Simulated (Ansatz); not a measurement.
A run of Ansatz 0.2.0:

Contents of input.yaml:

```yaml
crystal:
  lattice:
    - [3.811, 0.0, 0.0]
    - [-1.9055, 3.3004228138, 0.0]
    - [0.0, 0.0, 6.136]
  atoms:
    - { symbol: Sn, position: [0.0, 0.0, 0.0] }
    - { symbol: Se, position: [0.6666666667, 0.3333333333, 0.751] }
    - { symbol: Se, position: [0.3333333333, 0.6666666667, 0.249] }
hamiltonian:
  xc: revpbe
  pseudopotentials: { kind: paw }
kpoints:
  mp_grid: { grid: [8, 8, 5] }
scf:
  occupations: { method: fermi_dirac, width: 0.05 }
output:
  forces: true
  stress: true
relax:
  f_tol: 0.01
  max_steps: 40
  cell: { stress_tol: 0.05 }
```

Potentials or basis: Ansatz PAW.

Run with:

```sh
$ ansatz run input.yaml --threads 2 --pin off --max-ram 5120MiB --backend cpu --events-out ev --progress --plain --runs-dir out
```

Hardware: 2 threads of INTEL(R) XEON(R) PLATINUM 8581C CPU @ 2.30GHz (Emerald Rapids), with other jobs on the host.

Task: How long does it take, and how much memory?

Result: It took 31 s on 2 threads of INTEL(R) XEON(R) PLATINUM 8581C CPU @ 2.30GHz (Emerald Rapids), on a shared host, peak memory 0.53 GiB. Counts: scf iterations 155, plane waves 2321, k points 40, bands 28, ion steps 22.
